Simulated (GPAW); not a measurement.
# Bi2Te3 (Tellurobismuthite) (R-3m) in GPAW: equation of state

Aim: energy against volume of Bi2Te3 (Tellurobismuthite) in PBE, for its equilibrium volume and stiffness.

Everything below comes from runs of GPAW 26.7.0. Logs are shortened: lines on timing, memory, paths and dates and some standing lists are left out, and cuts for length are marked. The log counts tension as positive stress, the text compression.

### 1 Starting point

Symmetry: R-3m, No. 166, trigonal system. The conventional cell has a = 4.386 Å, b = 4.386 Å, c = 30.497 Å, α = 90.00°, β = 90.00°, γ = 120.00°. Bi (site symmetry 3m) has 6 Te at 3.07 to 3.25 Å as nearest neighbours. Te (site symmetry 3m) is surrounded by 3 Bi at 3.07 Å. Te (site symmetry -3m) has 6 Bi at 3.25 Å as nearest neighbours.

### 2 Equation of state, PBE

run.py reads:

```python
from ase import Atoms
from ase.eos import EquationOfState
from ase.io import Trajectory
from ase.units import GPa
from ase.parallel import parprint
from gpaw import GPAW, PW

atoms = Atoms(['Bi', 'Bi', 'Te', 'Te', 'Te'],
              cell=[[2.193, 1.2661291403, 10.1656666667],
                    [-2.193, 1.2661291403, 10.1656666667],
                    [0.0, -2.5322582807, 10.1656666667]],
              scaled_positions=[[0.6, 0.6, 0.6],
                                [0.4, 0.4, 0.4],
                                [0.7905, 0.7905, 0.7905],
                                [0.2095, 0.2095, 0.2095],
                                [0.0, 0.0, 0.0]],
              pbc=True)

traj = Trajectory('eos.traj', 'w')
volumes, energies = [], []
for x in [0.94, 0.96, 0.98, 1.0, 1.02, 1.04, 1.06]:
    a = atoms.copy()
    a.set_cell(atoms.cell * x**(1 / 3), scale_atoms=True)
    calc = GPAW(mode=PW(600),
                xc='PBE',
                kpts={'size': (7, 7, 7), 'gamma': True},
                occupations={'name': 'fermi-dirac', 'width': 0.05},
                nbands=39,
                convergence={'density': 1e-05, 'energy': 1e-05},
                maxiter=150,
                txt=f'eos-{x:.2f}.txt')
    a.calc = calc
    energies.append(a.get_potential_energy(force_consistent=True))
    volumes.append(a.get_volume())
    p = -a.get_stress()[:3].mean() / GPa
    calc.write(f'eos-{x:.2f}.gpw')
    traj.write(a)
    parprint(f'{x:.2f} {volumes[-1]:10.4f} A^3 {energies[-1]:14.6f} eV {p:9.3f} GPa', flush=True)

v0, e0, B = EquationOfState(volumes, energies, eos='birchmurnaghan').fit()
parprint(f'V0 = {v0:.4f} A^3, E0 = {e0:.6f} eV, B0 = {B / GPa:.2f} GPa')
```

Potentials or basis: GPAW PAW data sets (gpaw-data 1.2.1), pw.

On the command line:

```sh
$ OMP_NUM_THREADS=1 mpirun -n 4 gpaw python run.py
```

The log of the run:

```text
__  _  _
 | _ |_)|_||  |
 |__||  | ||/\| - 26.7.0

Input parameters:
  mode=PW(ecut=600.0),
  convergence={'density': 1e-05, 'energy': 1e-05},
  kpts=MonkhorstPack(size=(7, 7, 7), gamma=True),
  maxiter=150,
  nbands=39,
  occupations=Occupations(name='fermi-dirac', width=0.05),
  xc=XC(name='PBE')

Diagonalizing LCAO Hamiltonian
Converting LCAO to pw mode

       Te

       Bi

       Bi

       Te

       Te

Atoms  # Å, Bohr magnetons
|   | symbol |        x |         y |         z |    initial magnetic moments |
|---|--------|----------|-----------|-----------|-----------------------------|
| 0 |     Bi | 0.000000 | -0.000000 | 17.924663 | ( 0.0000,  0.0000,  0.0000) |
| 1 |     Bi | 0.000000 | -0.000000 | 11.949775 | ( 0.0000,  0.0000,  0.0000) |
| 2 |     Te | 0.000000 | -0.000000 | 23.615743 | ( 0.0000,  0.0000,  0.0000) |
| 3 |     Te | 0.000000 | -0.000000 |  6.258695 | ( 0.0000,  0.0000,  0.0000) |
| 4 |     Te | 0.000000 |  0.000000 |  0.000000 | ( 0.0000,  0.0000,  0.0000) |

Unit cell  # Å
| periodic |         x |         y |        z |   lengths |    angles |
|----------|-----------|-----------|----------|-----------|-----------|
|      yes |  2.148232 |  1.240283 | 9.958146 | 10.262450 | 24.166112 |
|      yes | -2.148232 |  1.240283 | 9.958146 | 10.262450 | 24.166112 |
|      yes |  0.000000 | -2.480565 | 9.958146 | 10.262450 | 24.166112 |

Number of symmetries: 12
Symmetry operations  # r_c * U_cc + t_c -> r_c
|    | kind |            matrix            |
|----|------|------------------------------|
|  0 |  E   |  1, 0, 0,  0, 1, 0,  0, 0, 1 |
|  1 |  σ   |  1, 0, 0,  0, 0, 1,  0, 1, 0 |
|  2 |  σ   |  0, 1, 0,  1, 0, 0,  0, 0, 1 |
|  3 |  C3  |  0, 1, 0,  0, 0, 1,  1, 0, 0 |
|  4 |  C3  |  0, 0, 1,  1, 0, 0,  0, 1, 0 |
|  5 |  σ   |  0, 0, 1,  0, 1, 0,  1, 0, 0 |
|  6 |  C2  |  0, 0,-1,  0,-1, 0, -1, 0, 0 |
|  7 |  S6  |  0, 0,-1, -1, 0, 0,  0,-1, 0 |
|  8 |  S6  |  0,-1, 0,  0, 0,-1, -1, 0, 0 |
|  9 |  C2  |  0,-1, 0, -1, 0, 0,  0, 0,-1 |
| 10 |  C2  | -1, 0, 0,  0, 0,-1,  0,-1, 0 |
| 11 |  i   | -1, 0, 0,  0,-1, 0,  0, 0,-1 |

BZ-sampling:
  Number of BZ points: 343
  Number of IBZ points: 44

  Monkhorst-Pack size: [7, 7, 7]
  Monkhorst-Pack shift: [0, 0, 0]

K-points  # in reciprocal-cell coordinates
|     |                                coordinates |     weight |
|-----|--------------------------------------------|------------|
|   0 | (  0.00000000,   0.00000000,   0.00000000) | 0.00291545 |
|   1 | (  0.14285714,   0.00000000,  -0.14285714) | 0.01749271 |
|   2 | (  0.14285714,   0.00000000,   0.00000000) | 0.01749271 |
|   3 | (  0.14285714,   0.14285714,  -0.14285714) | 0.01749271 |
|   4 | (  0.14285714,   0.14285714,   0.00000000) | 0.01749271 |
|   5 | (  0.14285714,   0.14285714,   0.14285714) | 0.00583090 |
|   6 | (  0.28571429,  -0.14285714,  -0.14285714) | 0.01749271 |
|   7 | (  0.28571429,   0.00000000,  -0.28571429) | 0.01749271 |
|   8 | (  0.28571429,   0.00000000,  -0.14285714) | 0.03498542 |
|   9 | (  0.28571429,   0.00000000,   0.00000000) | 0.01749271 |
| ... |                                            |            |
|  43 | (  0.42857143,   0.42857143,   0.42857143) | 0.00583090 |

Plane wave coefficients: 5355
Cutoff: 600.0 eV

Spin-components: 1 (collinear spins)
Bands:           39
Projectors:      27
Spin-degeneracy: 2
Datatype:        complex128

Parallelization:
  kpt:    4
  domain: 1
  band:   1

Density:
  Valence electrons: 48.0
  Components: 1
  Grid points: [60 60 60]
  Charge: 0.0  # |e|

Potential:
  Grid points: [60 60 60]

species:
  Bi:
    name:    Bismuth
    Z:       83.0
    valence: 15
    core:    68
    charge:  0.0  # [|e|]
    compensation charges:
      type: gauss
      rc: 0.38  # [Å]
      lmax: 2
    cutoffs:
      filter: 2.23  # [Å]
      core: 2.33  # [Å]
    projectors
    | kind |    occ | energy [eV] | rcut [Å] |
    |------|--------|-------------|----------|
    |   6s |  2.000 |     -14.385 |    1.286 |
    |   6p |  3.000 |      -4.580 |    1.275 |
    |   5d | 10.000 |     -27.119 |    1.349 |
    |    s |        |      12.827 |    1.286 |
    |    p |        |      22.631 |    1.275 |
    |    d |        |       0.093 |    1.349 |

    Using partial waves for Bi as LCAO basis

  Te:
    name:    Tellurium
    Z:       52.0
    valence: 6
    core:    46
    charge:  0.0  # [|e|]
    compensation charges:
      type: gauss
      rc: 0.36  # [Å]
      lmax: 2
    cutoffs:
      filter: 2.09  # [Å]
      core: 3.17  # [Å]
    projectors
    | kind |    occ | energy [eV] | rcut [Å] |
    |------|--------|-------------|----------|
    |   5s |  2.000 |     -15.089 |    1.180 |
    |   5p |  4.000 |      -5.955 |    1.196 |
    |    s |        |      12.123 |    1.180 |
    |    p |        |      21.256 |    1.196 |
    |    d |        |       0.000 |    1.238 |

    Using partial waves for Te as LCAO basis

Reference energy: -1724068.816207  # eV

eigensolver:
  PPCG
  Converge bands: occupied
  niter=2

density mixing:
  MSR1-Mixer
  Pratt-step length: 0.05
  Maximum mixing coefficient: 0.75
  Old densities: 10
  SVD Regularization: 0.005
  Good broyden scale: 1.0
  Trust region scale: 1.0
  Backstep threshold: 4.0
  History deletion threshold: 6.0
  Fourier metric: weight=20.0, sigma=0.015

occupation numbers:
  Fermi-Dirac:
    width: 0.0500  # eV

poisson solver:
  ecut: 4800.0  # eV

xc functional:
  name: PBE with 2 nearest neighbor stencil

convergence criteria:
[... 6 lines left out ...]
|iter     | |      energy | eigst |  dens |
|---------|-|-------------|-------|-------|
|iter:   1| |  -19.936862 | +0.15 |       |
|iter:   2| |  -19.985832 | -1.91 | -1.35 |
|iter:   3| |  -19.986232 | -2.65 | -1.41 |
|iter:   4| |  -19.869753 | -3.16 | -1.60 |
|iter:   5| |  -19.863203 | -3.67 | -1.97 |
|iter:   6| |  -19.863910 | -4.41 | -2.50 |
|iter:   7| |  -19.864026 | -5.48 | -3.36 |
|iter:   8| |  -19.864047c| -5.99 | -3.81 |
|iter:   9| |  -19.864048c| -7.21 | -4.57 |
|iter:  10| |  -19.864048c| -8.11c| -4.99 |
|iter:  11| |  -19.864048c| -8.46c| -5.61c|

Converged in 11 steps
Energy contributions relative to reference atoms: (reference = -1724068.816207)

Energy contributions:
  Kinetic:          79.388615
  Coulomb:         -73.927193
  Zero:             -2.554272
  External:          0.000000
  Xc:              -22.771066
  Entropy:          -0.000263
  Spinorbit:         0.000000
  ----------------------------
  Free energy:     -19.864179
  Extrapolated:    -19.864048

dipole moment: (-0.000000, 0.000000, -127.451773)  # |e|*Ang

Fermi level: 6.967
Eigenvalues  # (at kpt = [0.000, 0.000, 0.000])
| band index |      eig [eV] | occ [0-2] |
|------------|---------------|-----------|
|          0 |       -16.687 |     2.000 |
|        ... |               |           |
|         16 |         4.608 |     2.000 |
|         17 |         4.857 |     2.000 |
|         18 |         4.857 |     2.000 |
|         19 |         4.895 |     2.000 |
|         20 |         4.895 |     2.000 |
|         21 |         5.784 |     2.000 |
[... 8 lines left out ...]
|         30 |        11.463 |     0.000 |
|         31 |        12.049 |     0.000 |
|        ... |               |           |
|         38 |        13.967 |     0.000 |

Gap: 0.216 eV
Transition (v -> c):
  (s=0, k=0, n=23, [0.00, 0.00, 0.00]) -> (s=0, k=0, n=24, [0.00, 0.00, 0.00])
No difference between direct/indirect transitions

Stress tensor  # eV/Ang^3
|         x |         y |         z |
|-----------|-----------|-----------|
| -0.034680 |  0.000000 |  0.000000 |
|  0.000000 | -0.034680 | -0.000000 |
|  0.000000 | -0.000000 | -0.034905 |

# Writing to eos-0.94.gpw (mode='')
```

Wall time 18 min (4 MPI ranks of Arm Neoverse V2, shared host); peak memory 1.1 GiB.

Results:

```yaml
Equilibrium_volume: 35.03 Å³/atom
Bulk_modulus_at_fixed_shape_and_positions: 47 GPa
Pressure_derivative_of_the_bulk_modulus: 4.5
```

Energy against volume, from the lowest point:
| volume (Å³/atom) | energy (meV/atom) |
| --- | --- |
| 31.839 | 50.78 |
| 32.517 | 30.25 |
| 33.194 | 15.47 |
| 33.871 | 5.85 |
| 34.549 | 0.85 |
| 35.226 | 0.00 |
| 35.904 | 2.88 |

Caveat: the cell was scaled at fixed shape and fractional positions, which overstates the stiffness of a crystal with free parameters, most of all of layers and chains; spin-orbit coupling is left out, which moves the levels of the heavy elements; the program warned that so skewed a cell can give wrong results.
